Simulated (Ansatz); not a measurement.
# Al3GaSb4: the cost of one run

Method: DFT r2SCAN, scalar-relativistic, plane waves, PAW, in Ansatz 0.2.0.

1 further run of the same task is left out (set aside as unsound or not needed). Runs told in other sessions of the task aren't counted.

### 1 The starting structure

Symmetry: P-4m2, No. 115, tetragonal system. The conventional cell has a = 4.405 Å, b = 4.405 Å, c = 12.413 Å, α = 90.00°, β = 90.00°, γ = 90.00°. Al (site symmetry 2mm) is surrounded by 4 Sb at 2.69 to 2.70 Å. Al (site symmetry -4m2) has 4 Sb at 2.70 Å in its first shell of neighbours. Around Ga (site symmetry -4m2) lie 4 Sb at 2.69 Å. Sb (site symmetry 2mm) has 4 Al at 2.70 Å in its first shell of neighbours. Around Sb (site symmetry 2mm) lie 2 Ga at 2.69 Å and 2 Al at 2.69 Å.

Structure file:

```cif
data_structure
_symmetry_space_group_name_H-M 'P 1'
_symmetry_Int_Tables_number 1
_cell_length_a 4.4054
_cell_length_b 4.4054
_cell_length_c 12.4130
_cell_angle_alpha 90.000
_cell_angle_beta 90.000
_cell_angle_gamma 90.000
_cell_volume 240.91
loop_
_atom_site_label
_atom_site_type_symbol
_atom_site_fract_x
_atom_site_fract_y
_atom_site_fract_z
_atom_site_occupancy
Al1 Al 0.50000 0.50000 0.24949 1
Al2 Al 0.00000 0.00000 0.50000 1
Al3 Al 0.50000 0.50000 0.75051 1
Ga1 Ga 0.00000 0.00000 0.00000 1
Sb1 Sb 0.50000 0.00000 0.37474 1
Sb2 Sb 0.00000 0.50000 0.62526 1
Sb3 Sb 0.50000 0.00000 0.87528 1
Sb4 Sb 0.00000 0.50000 0.12472 1
```

It is the end of an earlier relaxation with the same method, from a generated guess; it is a trial structure. At a tolerance of 0.02 Å it has space group P-4m2 (No. 115); it has 30.11 Å³/atom, an uncorrected energy of -0.17 eV/atom over the elements and, on its mesh, gap 0.74 eV.

### 2 The same geometry with r2SCAN

input.yaml reads:

```yaml
crystal:
  lattice:
    - [4.4053918, 0.0, 0.0]
    - [0.0, 4.4053918, 0.0]
    - [0.0, 0.0, 12.4130484]
  atoms:
    - { symbol: Al, position: [0.5, 0.5, 0.249494] }
    - { symbol: Al, position: [0.0, 0.0, 0.5] }
    - { symbol: Al, position: [0.5, 0.5, 0.750506] }
    - { symbol: Ga, position: [0.0, 0.0, 0.0] }
    - { symbol: Sb, position: [0.5, 0.0, 0.374743] }
    - { symbol: Sb, position: [0.0, 0.5, 0.625257] }
    - { symbol: Sb, position: [0.5, 0.0, 0.875277] }
    - { symbol: Sb, position: [0.0, 0.5, 0.124723] }
basis:
  ecutwfc: 500
kpoints:
  mp_grid: { grid: [6, 6, 4] }
  band_path:
    path:
      - [[0.0, 0.0, 0.0], [0.0, 0.5, 0.0], [0.5, 0.5, 0.0], [0.0, 0.0, 0.0], [0.0, 0.0, 0.5], [0.0, 0.5, 0.5], [0.5, 0.5, 0.5], [0.0, 0.0, 0.5]]
      - [[0.0, 0.5, 0.0], [0.0, 0.5, 0.5]]
      - [[0.5, 0.5, 0.0], [0.5, 0.5, 0.5]]
    npoints: 14
hamiltonian:
  xc: r2scan
scf:
  occupations: { method: gaussian, width: 0.02 }
  n_extra_bands: 20
output:
  forces: true
  stress: true
  eigenvalues: true
  populations: true
  dos: { projected: true, de: 0.02, nscf_kmesh: { grid: [9, 9, 6] } }
  bader: true
  write_density: true
  write_potential: true
  elf: true
  volumetric_format: npy
```

Command:

```
$ ansatz run input.yaml --threads 4 --pin off --max-ram 8192MiB --backend cpu --events-out ev --progress --plain --runs-dir out
```

**Question.** How long does this run take on 4 threads of Arm Neoverse V1, shared host, and how much memory does it need?

About 2.4 min, with a peak of 2.1 GiB.
